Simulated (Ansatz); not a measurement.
# Y4GeS3: the cost of one run

Method: DFT PBE, scalar-relativistic, plane waves, PAW, in Ansatz 0.2.0.

2 further runs of the same task are left out: 2 set aside as unsound or not needed.

**1. The structure to begin with**

The cell holds 24 atoms (Ge3S9Y12): a = 8.558 Å, b = 8.293 Å, c = 8.519 Å, α = 86.68°, β = 94.90°, γ = 89.45°.

It is the last frame of an earlier stage of the same melt, run at 1580 K.

The coordinates stand in the first input below.

**2. Stage at 880 K**

One k point, a Fermi-Dirac width of 0.076 eV and a fixed cell.

The input, input.yaml:

```yaml
crystal:
  lattice:
    - [8.55056, 0.045624, -0.365551]
    - [0.045624, 8.289621, 0.244408]
    - [-0.365551, 0.244408, 8.507826]
  atoms:
    - { symbol: "Y", position: [0.4320618644, 0.4094371774, 0.5748000304] }
    - { symbol: "Y", position: [0.8003806063, 0.4163937038, 0.8572153343] }
    - { symbol: "Y", position: [0.2508470351, 0.9220800297, 0.4908554704] }
    - { symbol: "Y", position: [0.8606105899, 0.1212661585, 0.5143626698] }
    - { symbol: "Y", position: [0.0718507994, 0.5439771686, 0.4280457736] }
    - { symbol: "Y", position: [0.4231943539, 0.1413884335, 0.2116784792] }
    - { symbol: "Y", position: [0.144437801, 0.7634848458, 0.8495958117] }
    - { symbol: "Y", position: [0.6661736109, 0.588056132, 0.1945696008] }
    - { symbol: "Y", position: [0.6159121337, 0.8259184476, 0.4829815188] }
    - { symbol: "Y", position: [0.9704603175, 0.9187285301, 0.1471341745] }
    - { symbol: "Y", position: [0.3177280988, 0.4509727462, 0.028785577] }
    - { symbol: "Y", position: [0.621577693, 0.0421639692, 0.8508031194] }
    - { symbol: Ge, position: [0.3413308363, 0.7036845355, 0.2526273466] }
    - { symbol: Ge, position: [0.1403953428, 0.2126229884, 0.3384487936] }
    - { symbol: Ge, position: [0.7521748552, 0.4782067784, 0.4980083623] }
    - { symbol: S, position: [0.9300482695, 0.0897499066, 0.854551235] }
    - { symbol: S, position: [0.6708402126, 0.2897686101, 0.091954036] }
    - { symbol: S, position: [0.9394378182, 0.8262343999, 0.4940341152] }
    - { symbol: S, position: [0.4582693685, 0.7554112282, 0.7346994387] }
    - { symbol: S, position: [0.8877604087, 0.6643421617, 0.029687204] }
    - { symbol: S, position: [0.3504835185, 0.0006644222, 0.9518934446] }
    - { symbol: S, position: [0.1311836244, 0.4685026478, 0.7583614142] }
    - { symbol: S, position: [0.5432263613, 0.122244125, 0.5511290586] }
    - { symbol: S, position: [0.6711159245, 0.9110294621, 0.1795999154] }
  symmetry: { detect: false }
basis:
  ecutwfc: 420
  xc_grid: 1
kpoints:
  mp_grid: { grid: [1, 1, 1], shift: [0.25, 0.25, 0.25] }
hamiltonian:
  xc: pbe
scf:
  occupations: { method: fermi_dirac, width: 0.0758 }
  lower_state_search: "off"
  convergence: { dr2_threshold: 1.0e-05 }
output:
  forces: true
  stress: true
md:
  timestep: 3.0
  n_steps: 103
  ensemble: nvt_langevin
  friction: 0.015
  temperature: 880.0
  initial_velocities: maxwell_boltzmann
  seed: 1249
```

Run with:

```
$ ansatz run input.yaml --threads 2 --pin off --max-ram 5120MiB --backend cpu --events-out ev --progress --plain --runs-dir out
```

Q: Estimate wall time and peak memory on 2 threads of Intel Xeon 6975P-C (Granite Rapids), shared host.

About 3.3 min, with a peak of 0.87 GiB.
